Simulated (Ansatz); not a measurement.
Runs of Ansatz 0.2.0 on BPd4. It takes space group Pmm2 (No. 25, orthorhombic). The conventional cell has a = 2.892 Å, b = 4.365 Å, c = 5.856 Å, α = 90.00°, β = 90.00°, γ = 90.00°. Pd (site symmetry mm2) is surrounded by 1 B at 1.96 Å. Pd (site symmetry mm2) has 2 B at 2.03 Å as nearest neighbours. Around Pd (site symmetry mm2) lie 10 Pd at 2.73 to 3.07 Å. Pd (site symmetry mm2) has 2 B at 2.18 Å as nearest neighbours. Around B (site symmetry mm2) lie 5 Pd at 1.96 to 2.18 Å. The cell comes from a database or a generator and needn't be the stable form of this composition.

| level | cutoff (eV) | gap on the mesh (eV) | pressure (GPa) | largest force (eV/Å) |
| --- | --- | --- | --- | --- |
| PBE | 420 | none | -1.2 | 0.26 |
| LDA | 420 | none | -13.3 | 0.22 |
| revPBE | 420 | none | 1.7 | 0.26 |
| r2SCAN | 500 | none | -4.6 | (a) |
| PBEsol | 420 | none | (b) | 0.19 |

Alike in all rows: task band structure; potentials or basis Ansatz PAW; no spin polarisation; cell as given; k mesh 7 × 5 × 4; smearing fermi-dirac 0.05 eV.

Q: Estimate the missing entries.

A: (a) 0.32; (b) -8.5.

Caveats: the PAW data sets come from PBE, with cores solved anew for the run's functional, which leaves a small shift of forces and pressure (some runs).

A k mesh can miss the band edges, and the runs leave out spin-orbit coupling on Pd.

A gap of «none» marks a metal or a gap under the smearing width.
